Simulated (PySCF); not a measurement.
# CoN(OH)2: structure of the quintet

The task is one start of a wider search on CoN(OH)2: the quintet, from a T-shaped (ligand arrangement 1) start. It is relaxed, tested by its Hessian and followed downhill if it is a saddle.

The runs use PySCF 2.14.0; PBE0, basis Co def2-TZVP, N def2-TZVP, O def2-TZVP, H def2-TZVP, no relativity, density fitting.

**1. The starting structure**

6 atoms, charge 0, spin multiplicity 5.

Bond lengths: Co1–N2 1.630 Å, Co1–O3 1.740 Å, Co1–O4 1.740 Å, O3–H5 0.960 Å, O4–H6 0.960 Å. Angles: N2–Co1–O3 88.0°, N2–Co1–O4 88.0°, O3–Co1–O4 176.0°, Co1–O3–H5 130.0°, Co1–O4–H6 130.0°.

```xyz
6
charge 0 multiplicity 5
Co    0.0000    0.0000    0.0000
N     0.0000    0.0000    1.6300
O     1.7389    0.0000    0.0607
O    -1.7389    0.0000    0.0607
H     2.3556   -0.7354    0.0823
H    -2.3556    0.7354    0.0823
```

**2. First SCF at the start**

The steps below are one call of a driver around PySCF. For each, scf.py gives the equivalent set-up of the SCF; relaxations use the driver's own optimiser. After this first run the driver tries any further starts and a stability analysis.

File scf.py:

```python
from pyscf import gto, scf, dft
mol = gto.M(atom='''
Co     0.000000     0.000000     0.000000
N      0.000000     0.000000     1.630000
O      1.738900     0.000000     0.060700
O     -1.738900     0.000000     0.060700
H      2.355600    -0.735400     0.082300
H     -2.355600     0.735400     0.082300''',
    basis={'Co': 'def2-TZVP', 'N': 'def2-TZVP', 'O': 'def2-TZVP', 'H': 'def2-TZVP'},
    charge=0, spin=4)
mf = dft.UKS(mol, xc='PBE0')
mf.grids.atom_grid = (50, 194)
aux = {'Co': 'def2-universal-JKFIT', 'N': 'def2-universal-JKFIT', 'O': 'def2-universal-JKFIT', 'H': 'def2-universal-JKFIT'}
mf = mf.density_fit(auxbasis=aux)
mf.conv_tol = 1e-08
mf.diis_space = 10
mf.max_cycle = 60
mf.init_guess = 'minao'
mf.verbose = 4
mf.kernel()
```

Run with:

```
$ OMP_NUM_THREADS=4 python axn.py task.json out
```

After this run come: Relaxing the quintet from the T-shaped (ligand arrangement 1) start; Hessian and properties; Following the imaginary mode; Vibrations and properties at this point.

What does the calculation give? Wanted: minimum; geometry; wavenumbers; dipole moment; highest occupied, lowest empty level; polar-tensor charge of Co1; zero-point energy; atomisation energy; ⟨S²⟩.

As calculated:

| quantity | value |
| --- | --- |
| minimum | quintet, C1 |
| geometry | Co–N 1.771 Å, Co–O 1.733 Å, Co–O 1.746 Å, O–H 0.960 Å (×2); Co–O–H 119.9°, Co–O–H 121.9°, N–Co–O 94.9°, N–Co–O 102.3°, O–Co–O 162.5° |
| wavenumbers (cm⁻¹) | 138 (a), 163 (a), 170 (a), 217 (a), 346 (a), 621 (a), 625 (a), 693 (a), 751 (a), 795 (a), 3884 (a), 3888 (a) |
| dipole moment | 1.40 D |
| highest occupied, lowest empty level (either spin) | -8.25, -3.69 eV |
| polar-tensor charge of Co1 | +1.02 e |
| zero-point energy | 73.5 kJ/mol |
| entropy at 298.15 K | 337.5 J/(mol K) |
| atomisation energy (no zero-point energy) | 1665 kJ/mol |
| ⟨S²⟩ | 6.028 |

**Reading.** The T-shaped (ligand arrangement 1) start ends in a minimum without symmetry. In the infrared the band at 751 cm⁻¹ (a) leads. The first SCF alone would have been 18 kJ/mol too high. Other starts or spin states, not run here, may lie lower. One determinant may miss the lowest occupation of an open d or f shell.
